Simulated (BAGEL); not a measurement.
# A workflow on GaSiH3F2 (SMILES [F][Ga]([F])[SiH3])

We compute a single-point energy (HF/6-31G*), then the energy (NEVPT2(2,2)/6-31G*), then a single-point energy (CASPT2(2,2)/6-31G*) of GaSiH3F2. 

The calculation is run with BAGEL 1.2.2.

## (1) The system as given

GaSiH3F2: 7 atoms, total charge 0, spin state singlet. As SMILES, `[F][Ga]([F])[SiH3]`. The shape is that of a PBE0-D4/def2-TZVP optimisation.

Bond lengths: F1–Ga2 1.750 Å, Ga2–F3 1.749 Å, Ga2–Si4 2.387 Å, Si4–H5 1.483 Å, Si4–H6 1.483 Å, Si4–H7 1.484 Å. Angles: F1–Ga2–F3 110.4°, F1–Ga2–Si4 124.5°, F3–Ga2–Si4 125.2°, Ga2–Si4–H5 109.3°, Ga2–Si4–H6 108.8°, Ga2–Si4–H7 107.8°, H5–Si4–H6 110.6°, H5–Si4–H7 110.2°, H6–Si4–H7 110.0°.

## (2) The energy at HF/6-31G(d) (density fitting with svp-jkfit, spherical functions) (run 1)

input.json

```json
{ "bagel": [

{
  "title": "molecule",
  "basis": "6-31gs.json",
  "df_basis": "svp-jkfit",
  "geometry": [
    { "atom": "F", "xyz": [  0.63816429, -3.24446700,  3.85881697 ] },
    { "atom": "Ga", "xyz": [  1.41692043, -1.64821535,  1.06958121 ] },
    { "atom": "F", "xyz": [  4.35506661, -2.66356519, -0.05537275 ] },
    { "atom": "Si", "xyz": [ -1.20205101,  1.43978611, -0.92011143 ] },
    { "atom": "H", "xyz": [  0.36131564,  3.01241242, -2.63219952 ] },
    { "atom": "H", "xyz": [ -2.39541306,  3.02280969,  1.06107744 ] },
    { "atom": "H", "xyz": [ -3.17379125,  0.08145098, -2.38181459 ] }
  ]
},
{
  "title": "hf"
},
{
  "title": "print",
  "file": "orbitals.molden",
  "orbitals": true
}

]}
```

The basis set 6-31G* is read from a file made from the Basis Set Exchange's data (not shown).

On the command line:

```console
$ BAGEL_NUM_THREADS=1 BAGEL input.json > input.out
```

The log of the run:

```text
* using 1 threads per process

  ===============================================================
  ===============================================================

  *** Geometry ***

  { "atom" : "F", "xyz" : [      0.638164,     -3.244467,      3.858817 ] },
  { "atom" : "Ga", "xyz" : [      1.416920,     -1.648215,      1.069581 ] },
  { "atom" : "F", "xyz" : [      4.355067,     -2.663565,     -0.055373 ] },
  { "atom" : "Si", "xyz" : [     -1.202051,      1.439786,     -0.920111 ] },
  { "atom" : "H", "xyz" : [      0.361316,      3.012412,     -2.632200 ] },
  { "atom" : "H", "xyz" : [     -2.395413,      3.022810,      1.061077 ] },
  { "atom" : "H", "xyz" : [     -3.173791,      0.081451,     -2.381815 ] },

  Number of auxiliary basis functions:      602

  Since a DF basis is specified, we compute 2- and 3-index integrals:
    o Being stored without compression. Storage requirement is 0.034 GB

  Number of basis functions:       84
  Number of electrons      :       66

    * METHOD: MOLECULE                             0.69

  *** RHF ***

  === Nuclear Repulsion ===
   353.8367994403

      * DIIS with orbital gradients will be used.

  === RHF iteration (6-31gs.json) ===
      0      -2412.27415514          0.02266727           0.19
      1      -2412.44522171          0.01685646           0.18
      2      -2412.58759214          0.00128405           0.18
[... 9 lines of this table left out ...]
     12      -2412.58949293          0.00000001           0.18
    * SCF iteration converged.

    * Permanent dipole moment:
           (    0.818517,    -1.001430,     0.633839) a.u.

    * METHOD: HF                                   2.82

    * METHOD: PRINT                                0.03

  ===============================================================
```

Run time: 3.9 s. Hardware: 1 thread of Arm Neoverse N1, shared host; peak memory 0.16 GiB.

## (3) A single-point energy at NEVPT2(2,2)/6-31G(d) (density fitting with svp-jkfit, spherical functions) (run 2)

nevpt2.json

```json
{ "bagel" : [

{
  "title" : "molecule",
  "basis" : "6-31gs.json",
  "df_basis" : "svp-jkfit",
  "angstrom" : false,
  "geometry" : [
    { "atom" : "F", "xyz" : [     0.63816429,    -3.24446700,     3.85881697 ] },
    { "atom" : "Ga", "xyz" : [     1.41692043,    -1.64821535,     1.06958121 ] },
    { "atom" : "F", "xyz" : [     4.35506661,    -2.66356519,    -0.05537275 ] },
    { "atom" : "Si", "xyz" : [    -1.20205101,     1.43978611,    -0.92011143 ] },
    { "atom" : "H", "xyz" : [     0.36131564,     3.01241242,    -2.63219952 ] },
    { "atom" : "H", "xyz" : [    -2.39541306,     3.02280969,     1.06107744 ] },
    { "atom" : "H", "xyz" : [    -3.17379125,     0.08145098,    -2.38181459 ] }
  ]
},

{ "title" : "hf" },

{ "title" : "casscf", "nstate" : 1, "nact" : 2, "nclosed" : 32, "active" : [32, 36], "maxiter" : 200, "natocc" : true },

{ "title" : "nevpt2", "nstate" : 1, "nact" : 2, "nclosed" : 32, "active" : [32, 36], "maxiter" : 200, "natocc" : true, "ncore" : 16 },

{ "title" : "print", "file" : "orbitals.molden", "orbitals" : true }

]}
```

The basis set 6-31G* is read from a file made from the Basis Set Exchange's data (not shown).

On the command line:

```console
$ BAGEL_NUM_THREADS=1 BAGEL nevpt2.json > nevpt2.out
```

The log of the run:

```text
* using 1 threads per process

  ===============================================================
  ===============================================================

  *** Geometry ***

[... 31 lines left out ...]
    * SCF iteration converged.
[... 1 line left out ...]
    * Permanent dipole moment:
[... 27 lines left out ...]
    * Second-order optimization converged. *
[... 9 lines left out ...]
     * ci vector, state   0, <S^2> = 0.0000
[... 3 lines left out ...]
    * METHOD: CASSCF                              11.79

    * freezing 16 orbitals

  === DF-NEVPT2 calculation ===

    * 3-index integral transformation done
    * assembly done

      NEVPT2 correlation energy:   -0.6507884795      0.27

          (+0)     -0.6290094068
          (+0)'    -0.0029893909
          (+1)     -0.0033199692
          (+1)'    -0.0000000000
          (+2)     -0.0001507152
          (-1)     -0.0112261103
          (-1)'     0.0000000000
          (-2)     -0.0040928871

      NEVPT2 total energy:       -2413.2542287150

    * METHOD: NEVPT2                               0.57

    * METHOD: PRINT                                0.03

  ===============================================================
```

Run time: 16 s. Hardware: 1 thread of Arm Neoverse N1, shared host; peak memory 0.16 GiB.

## (4) The energy at CASPT2(2,2)/6-31G(d) (density fitting with svp-jkfit, spherical functions) (run 3)

input.json

```json
{ "bagel" : [

{
  "title" : "molecule",
  "basis" : "6-31gs.json",
  "df_basis" : "svp-jkfit",
  "geometry" : [
    { "atom" : "F", "xyz" : [     0.63816429,    -3.24446700,     3.85881697 ] },
    { "atom" : "Ga", "xyz" : [     1.41692043,    -1.64821535,     1.06958121 ] },
    { "atom" : "F", "xyz" : [     4.35506661,    -2.66356519,    -0.05537275 ] },
    { "atom" : "Si", "xyz" : [    -1.20205101,     1.43978611,    -0.92011143 ] },
    { "atom" : "H", "xyz" : [     0.36131564,     3.01241242,    -2.63219952 ] },
    { "atom" : "H", "xyz" : [    -2.39541306,     3.02280969,     1.06107744 ] },
    { "atom" : "H", "xyz" : [    -3.17379125,     0.08145098,    -2.38181459 ] }
  ]
},

{
  "title" : "hf"
},

{
  "title" : "casscf",
  "nstate" : 1,
  "nact" : 2,
  "nclosed" : 32,
  "active" : [32, 36],
  "maxiter" : 200,
  "natocc" : true
},

{
  "title" : "print",
  "file" : "orbitals.molden",
  "orbitals" : true
},

{
  "title" : "smith",
  "method" : "caspt2",
  "ms" : true,
  "xms" : true,
  "sssr" : true,
  "shift" : 0.2,
  "shift_imag" : true,
  "ncore" : 16
}

]}
```

The basis set 6-31G* is read from a file made from the Basis Set Exchange's data (not shown).

On the command line:

```console
$ BAGEL_NUM_THREADS=1 BAGEL input.json > input.out
```

The log of the run:

```text
* using 1 threads per process

  ===============================================================
  ===============================================================

  *** Geometry ***

[... 33 lines left out ...]
    * Permanent dipole moment:
[... 37 lines left out ...]
     * ci vector, state   0, <S^2> = 0.0000
[... 21 lines left out ...]
       #      aibj      arbs      arbi      airj      risj      airs      arst      rist         Etot      error   time
[... 9 lines left out ...]
      ------------------------------------------------------------------------------------------------------------------

    * CASPT2 energy : state  0    -2413.2575301428
        w/o shift correction      -2413.2553173553
        reference weight              0.8590357158

    * METHOD: SMITH                                1.23

  ===============================================================
```

Wall time 17 s (1 thread of Arm Neoverse N1, shared host); peak memory 0.23 GiB.

## (5) What came out

| quantity | value |
| --- | --- |
| run 1, HF/6-31G*: total energy | -2412.58949 Eh |
| run 1, HF/6-31G*: dipole moment | 3.66 D |
| run 1, HF/6-31G*: HOMO energy | -11.85 eV |
| run 1, HF/6-31G*: LUMO energy | 1.19 eV |
| run 1, HF/6-31G*: HOMO–LUMO gap | 13.03 eV |
| run 2, NEVPT2(2,2)/6-31G*: total energy | -2413.25423 Eh |
| run 3, CASPT2(2,2)/6-31G*: total energy | -2413.25753 Eh |
